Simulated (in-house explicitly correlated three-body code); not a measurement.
# N⁵⁺: exact states and exact Kohn–Sham parts

Aim: the lowest states of N⁵⁺ to near-exact accuracy, with their sizes and correlation, then the exact Kohn–Sham parts of the ground state and the errors of common functionals.

Method: two electrons, non-relativistic, variational in exponentially correlated functions. Code: in-house explicitly correlated three-body code version 1.

### Step 1. Starting point

- charge of the centre: +7
- mass of the centre: infinite
- interactions: Coulomb
- basis: 260 functions exp(−a r1 − b r2 − g r12) a state, exponent ranges optimised
- units: hartree and bohr; relativity and QED are left out

### Step 2. The run

Settings:

```ini
Z = 7.0
interaction_strength = 1.0
functions = 260
states_tried = 13
```

On the command line:

```
$ python run_hyl.py task.json out
```

What does the calculation give? Wanted: ground-state energy; binding of the second electron; ⟨r12⟩, ⟨cos θ12⟩; resonance line 1 ¹S–2 ¹P; polarisability of the ground state; Ts, Ex, Ec; exact less Hartree–Fock.

As calculated:

```
                          quantity                                 value
               ground-state energy                  -44.78144510 hartree
    binding of the second electron                             551.89 eV
                  ⟨r12⟩, ⟨cos θ12⟩                  0.3348 bohr, -0.0189
          resonance line 1 ¹S–2 ¹P                 430.55 eV, f = 0.6742
polarisability of the ground state                       0.0046555 bohr³
            Ts, Ex, Ec (Kohn–Sham)  44.73778, -4.15225, -0.04528 hartree
           exact less Hartree–Fock                      -0.04528 hartree
```

The second electron is bound by 551.9 eV, and the mean cosine of -0.019 shows the electrons leaning only slightly to opposite sides. The virial ratio −T/E is 1.0000000, where an exact Coulomb state gives 1. Exchange puts 2 ³S 6.59 eV under 2 ¹S. On the exact density SCAN errs least (-2.1 millihartree) and LDA PW92 most (+450.7). Self-consistent top levels of the semilocal functionals lie +35.8 to +44.5 eV from minus the binding energy, the exact Kohn–Sham level.
